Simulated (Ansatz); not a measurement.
Crystal: Ag3F.

```xyz
4
Lattice="0.0000 3.2161 3.2161 3.2161 0.0000 3.2161 3.2161 3.2161 0.0000" Properties=species:S:1:pos:R:3 pbc="T T T"
Ag    1.6080    1.6080    1.6080
Ag    4.8241    4.8241    4.8241
Ag    3.2161    3.2161    3.2161
F     0.0000    0.0000    0.0000
```

The cell was built by a generator and needn't be a form met in nature.

- Program: Ansatz 0.2.0
- Task: relaxation of cell and atoms
- Functional: BLYP
- Potentials or basis: Ansatz PAW
- Cutoff: 420 eV (not typed: the program's choice for these potentials)
- k mesh: 5 × 5 × 5
- Occupations: fermi-dirac, width 0.05 eV
- Spin: no spin polarisation

At the start: volume 16.63 Å³/atom.

How do energy, volume and symmetry change on relaxing?

It ends after 7 steps and the volume is 17.79 Å³/atom (+6.9 %); space group Fm-3m (No. 225, to 0.05 Å).

Step by step:
| step | energy change (eV) | largest force (eV/Å) | volume (Å³) |
| --- | --- | --- | --- |
| 1 | 0.0000 | 0.0000 | 66.53 |
| 2 | -0.0265 | 0.0000 | 74.08 |
| 3 | -0.0565 | 0.0000 | 71.32 |
| 4 | -0.0575 | 0.0000 | 70.91 |
| 5 | -0.0670 | 0.0000 | 70.91 |
| 6 | -0.0668 | 0.0000 | 71.15 |
| 7 | -0.0672 | 0.0000 | 71.15 |

Final structure:
```xyz
4
Lattice="0.0000 3.2888 3.2888 3.2888 0.0000 3.2888 3.2888 3.2888 0.0000" Properties=species:S:1:pos:R:3 pbc="T T T"
Ag    1.6444    1.6444    1.6444
Ag    4.9332    4.9332    4.9332
Ag    3.2888    3.2888    3.2888
F     0.0000    0.0000    0.0000
```

Caveat: the plane-wave basis is chosen anew once the cell has moved, so the energies of steps on either side of that aren't comparable; the PAW data sets come from PBE, with cores solved anew for the run's functional, which leaves a small shift of forces and pressure.
